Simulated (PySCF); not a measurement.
**FK (SMILES [F][K]) at 5 levels**

Aim: a comparison of 5 runs (HF/STO-3G, HF/def2-SVP, PBE0/def2-SVP, r2SCAN/def2-SVP, CCSD/def2-SVP) of FK. The job is set up through a Python script.

The results are computed with PySCF 2.14.0.

### 1 Starting point

The species is FK (2 atoms), typed as a singlet with charge 0. SMILES: `[F][K]`. The coordinates come from a PBE0-D4/def2-TZVP relaxation.

Bond lengths: F1–K2 2.188 Å.

### 2 Energy and forces at HF/STO-3G (run 1)

File calc.py:

```python
from pyscf import gto

mol = gto.Mole()
mol.atom = 'F 0.946100 -0.362400 0.470400; K -0.916600 0.302200 -0.466300'
mol.verbose = 4
mol.spin = 0
mol.basis = 'sto-3g'
mol.max_memory = 1860
mol.build()

mf = mol.RHF()
mf.conv_tol = 1e-10
mf.kernel()
if not mf.converged:
    mf = mf.newton().run(mf.mo_coeff, mf.mo_occ)

energy = mf.e_tot
print('E(%s) = %.9f' % ('HF', energy))
grad = mf.nuc_grad_method().kernel()
mf.analyze()
```

Command:

```bash
OMP_NUM_THREADS=1 python calc.py
```

The log of the run:

```text
PySCF version 2.14.0

[... 70 lines left out ...]
Two-electron Energy =                  309.615903382961108
[... 6 lines left out ...]
MO #3   energy= -14.1459609488672  occ= 2
[... 4 lines left out ...]
MO #8   energy= -1.16924774887755  occ= 2
[... 4 lines left out ...]
MO #13  energy= -0.207793212173832 occ= 2
[... 4 lines left out ...]
MO #18  energy= 0.517023474768644  occ= 0
[... 23 lines left out ...]
Dipole moment(X, Y, Z, Debye): -5.30322,  1.89215, -2.66684
```

Wall time 1.1 s (1 thread of Intel Xeon at 2.70GHz, shared host); peak memory 0.12 GiB.

### 3 Energy and gradient at HF/def2-SVP (run 2)

File input.py:

```python
from pyscf import gto, scf

system = gto.M(
    atom='''
F      1.787870    -0.684837     0.888927
K     -1.732123     0.571075    -0.881179
''',
    max_memory=1860,
    unit='bohr',
    verbose=3,
    basis='def2-svp',
)

calc0 = scf.RHF(system)
calc0.conv_tol = 1e-10
calc0.kernel()
if not calc0.converged:
    calc0 = calc0.newton().run(calc0.mo_coeff, calc0.mo_occ)

etot = calc0.e_tot
print(f'total energy: {etot:.8f} hartree')
grad = calc0.nuc_grad_method().kernel()
calc0.analyze()
```

Command:

```bash
OMP_NUM_THREADS=1 python input.py
```

The log of the run:

```text
converged SCF energy = -698.463161325965
total energy: -698.46316133 hartree
--------------- RHF gradients ---------------
         x                y                z
0 F     0.0021806770    -0.0007780522     0.0010966014
1 K    -0.0021806770     0.0007780522    -0.0010966014
----------------------------------------------
**** MO energy ****
MO #1   energy= -133.490012347918  occ= 2
MO #2   energy= -26.0154722639925  occ= 2
MO #3   energy= -14.4530032262914  occ= 2
MO #4   energy= -11.4866389555219  occ= 2
MO #5   energy= -11.4866389555218  occ= 2
MO #6   energy= -11.4857963012032  occ= 2
MO #7   energy= -1.71548776744038  occ= 2
MO #8   energy= -1.26052223223713  occ= 2
MO #9   energy= -0.927177704316772 occ= 2
MO #10  energy= -0.927177704316734 occ= 2
MO #11  energy= -0.912621110021504 occ= 2
MO #12  energy= -0.393925033151722 occ= 2
MO #13  energy= -0.386506455603806 occ= 2
MO #14  energy= -0.386506455603802 occ= 2
MO #15  energy= 0.000795174139225363 occ= 0
MO #16  energy= 0.0695936077397872 occ= 0
MO #17  energy= 0.0836688432977094 occ= 0
MO #18  energy= 0.083668843297719  occ= 0
MO #19  energy= 0.136912487603254  occ= 0
MO #20  energy= 0.237257372311503  occ= 0
MO #21  energy= 0.237257372311505  occ= 0
MO #22  energy= 0.288902129228256  occ= 0
MO #23  energy= 0.288902129228259  occ= 0
MO #24  energy= 0.340686914744786  occ= 0
MO #25  energy= 0.742856550694129  occ= 0
MO #26  energy= 0.742856550694145  occ= 0
MO #27  energy= 0.758212850772714  occ= 0
MO #28  energy= 0.758212850772727  occ= 0
MO #29  energy= 0.780300765353747  occ= 0
MO #30  energy= 1.71979248307838   occ= 0
MO #31  energy= 1.74100465125919   occ= 0
MO #32  energy= 1.74100465125922   occ= 0
MO #33  energy= 1.85422642033832   occ= 0
MO #34  energy= 3.70780975497812   occ= 0
MO #35  energy= 3.70780975497813   occ= 0
MO #36  energy= 3.70824992499123   occ= 0
MO #37  energy= 3.70824992499123   occ= 0
MO #38  energy= 3.73411540595093   occ= 0
 ** Mulliken atomic charges  **
charge of    0F =     -0.89861
charge of    1K =      0.89861
Dipole moment(X, Y, Z, Debye): -7.46103,  2.66205, -3.75194
```

It took 1.2 s on 1 thread of Intel Xeon at 2.70GHz, shared host; peak memory 0.12 GiB.

Runs 3 to 4 aren't shown in full; the table further down has their settings and results.

### 4 The energy at CCSD/def2-SVP (run 5)

File calc.py:

```python
# [F][K]
from pyscf import gto, scf, cc

system = gto.M(
    atom='''
F      0.946100    -0.362400     0.470400
K     -0.916600     0.302200    -0.466300
''',
    max_memory=1860,
    verbose=3,
    spin=0,
    charge=0,
    basis='def2-svp',
)

mf = scf.RHF(system)
mf.conv_tol = 1e-10
mf.kernel()
if not mf.converged:
    mf = mf.newton().run(mf.mo_coeff, mf.mo_occ)

mycc = cc.CCSD(mf, frozen=6)
mycc.kernel()
energy = mycc.e_tot
print(f'total energy: {energy:.8f} hartree')
mf.analyze()
```

Command:

```bash
OMP_NUM_THREADS=1 python calc.py
```

The log of the run:

```text
converged SCF energy = -698.463161325797
E(CCSD) = -698.7138498784221  E_corr = -0.2506885526255013
total energy: -698.71384988 hartree
**** MO energy ****
MO #1   energy= -133.490012352954  occ= 2
MO #2   energy= -26.0154722610002  occ= 2
MO #3   energy= -14.4530032310246  occ= 2
MO #4   energy= -11.4866389602879  occ= 2
MO #5   energy= -11.4866389602879  occ= 2
MO #6   energy= -11.4857963059847  occ= 2
MO #7   energy= -1.71548777100808  occ= 2
MO #8   energy= -1.26052222724216  occ= 2
MO #9   energy= -0.92717770786932  occ= 2
MO #10  energy= -0.927177707869296 occ= 2
MO #11  energy= -0.912621113751715 occ= 2
MO #12  energy= -0.393925029965026 occ= 2
MO #13  energy= -0.386506451642747 occ= 2
MO #14  energy= -0.386506451642737 occ= 2
MO #15  energy= 0.000795173469312793 occ= 0
MO #16  energy= 0.0695936069996628 occ= 0
MO #17  energy= 0.0836688422747663 occ= 0
MO #18  energy= 0.0836688422747798 occ= 0
MO #19  energy= 0.136912486616509  occ= 0
MO #20  energy= 0.237257370822957  occ= 0
MO #21  energy= 0.237257370822969  occ= 0
MO #22  energy= 0.288902126953149  occ= 0
MO #23  energy= 0.288902126953153  occ= 0
MO #24  energy= 0.340686915094006  occ= 0
MO #25  energy= 0.742856548024389  occ= 0
MO #26  energy= 0.742856548024394  occ= 0
MO #27  energy= 0.758212848841631  occ= 0
MO #28  energy= 0.758212848841653  occ= 0
MO #29  energy= 0.780300758746482  occ= 0
MO #30  energy= 1.71979248179838   occ= 0
MO #31  energy= 1.7410046511116    occ= 0
MO #32  energy= 1.74100465111168   occ= 0
MO #33  energy= 1.85422642238119   occ= 0
MO #34  energy= 3.70780975876943   occ= 0
MO #35  energy= 3.70780975876944   occ= 0
MO #36  energy= 3.70824992908473   occ= 0
MO #37  energy= 3.70824992908474   occ= 0
MO #38  energy= 3.73411540554746   occ= 0
 ** Mulliken atomic charges  **
charge of    0F =     -0.89861
charge of    1K =      0.89861
Dipole moment(X, Y, Z, Debye): -7.46103,  2.66205, -3.75194
```

Run time: 1.9 s. Hardware: 1 thread of Intel Xeon at 2.70GHz, shared host; peak memory 0.12 GiB.

### 5 The series

```csv
run,level,integration grid,task,frozen core orbitals,energy (Eh),dipole moment (D) of the reference,HOMO energy (eV),LUMO energy (eV),wall time
1,HF/STO-3G,–,gradient,–,-691.032522,6.23,-4.09,4.97,1.1 s
2,HF/def2-SVP,–,gradient,–,-698.463161,8.77,-10.52,0.02,1.2 s
3,PBE0/def2-SVP,5,gradient,–,-699.374058,8.01,-5.60,-1.11,5.1 s
4,r2SCAN/def2-SVP,5,gradient,–,-699.563963,7.93,-4.03,-1.02,6.6 s
5,CCSD/def2-SVP,–,energy,6,-698.713850,8.77,-10.52,0.02,1.9 s
```

### 6 Outcome

| quantity | value |
| --- | --- |
| run 5: total energy | -698.71385 Eh |
| run 5: dipole moment (Hartree–Fock density) | 8.77 D |
| run 5: HOMO energy (Hartree–Fock orbitals) | -10.52 eV |
| run 5: LUMO energy (Hartree–Fock orbitals) | 0.02 eV |
| run 5: HOMO–LUMO gap (Hartree–Fock orbitals) | 10.54 eV |
| run 5: correlation energy (6 core orbitals frozen) | -250.7 mEh |
| run 5: T1 diagnostic | 0.014 |

Among the runs that give it from their own density at one geometry, the dipole moment runs from 6.23 D (HF/STO-3G) to 8.77 D (HF/def2-SVP). Basis or surroundings differ between these two runs. Among the runs that give it from their own density at one geometry, the HOMO–LUMO gap runs from 3.01 eV (r2SCAN/def2-SVP) to 10.54 eV (HF/def2-SVP). Exact exchange widens orbital gaps. Totals of different functionals can't be ranked against each other. All runs together took 16 s, the longest 6.6 s.
